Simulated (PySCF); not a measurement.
# A diatomic session: InGa

One table from this session's results is given with a row withheld; the runs are named, their logs left out.

Program: PySCF 2.14.0. Level of theory: In cc-pVDZ-PP with ECP28, Ga cc-pVDZ-PP with ECP10, scalar-relativistic core potentials. These are calculated values, not measurements.

The first run:

A driver script around PySCF takes these settings:

| Quantity | Value |
| --- | --- |
| atoms | In, Ga |
| charge | 0 |
| basis | In cc-pVDZ-PP with ECP28, Ga cc-pVDZ-PP with ECP10 |
| Hamiltonian | scalar-relativistic core potentials |
| basis functions | 46 |
| electrons treated | 42 |
| masses in u | 114.9039, 68.9256 |
| levels | PBE0, PBE, r²SCAN, M06-2X, TPSS, BLYP, ωB97X, HF, MP2, SCS-MP2, CCSD, CCSD(T) |
| grid | 80 radial by 434 angular points |
| occupations | held fixed by the projection of orbital angular momentum |
| dissociation limit | In + Ga, each in its ground configuration |
| starting distance in angstrom | 2.595 |
| values of 2S to try | 0, 2 |

Run with:

```console
$ OMP_NUM_THREADS=1 python dia.py task.json out
```

Steps of the session up to this table: The job; PBE0 along the bond; Other states along the same grid; PBE (GGA); r²SCAN; M06-2X (hybrid meta-GGA); TPSS; BLYP (GGA); ωB97X (range-separated hybrid); UHF (mean field); Adding correlation.

One of the session's tables, all rows but one given; the rest of the session is left out.

It belongs to the step «The curves together». Energy (eV) from each level's lowest point:

```
R (Å)    UHF  UHF-MP2  UHF-SCS-MP2  UHF-CCSD  UHF-CCSD(T)
2.489  0.497    0.415        0.424       n/a          n/a
2.605  0.235    0.178        0.183     0.208        0.205
2.720  0.085    0.051        0.054     0.069        0.068
2.807      ?        ?            ?         ?            ?
2.894  0.000    0.000        0.000     0.000        0.000
2.981  0.001    0.017        0.016     0.008        0.008
3.097  0.033    0.068        0.067     0.047        0.047
3.241  0.108    0.166        0.165     0.127        0.126
3.415  0.233    0.305        0.309     0.250        0.244
3.646  0.424    0.509        0.522       n/a          n/a
```

Q: Estimate the row for R (Å) = 2.807 from the others.

Worked estimate for «UHF». A straight line through the neighbours (2.720, 0.085) and (2.894, 0.000) gives 0.085 + (0.000 − 0.085) × (2.807 − 2.720) / (2.894 − 2.720) = 0.043; a parabola fitted to 4 rows on both sides gives 0.023.

The run gave: UHF: 0.025; UHF-MP2: 0.009; UHF-SCS-MP2: 0.010; UHF-CCSD: 0.018; UHF-CCSD(T): 0.017. In «UHF» the line misses by +0.018 and the parabola by -0.002.
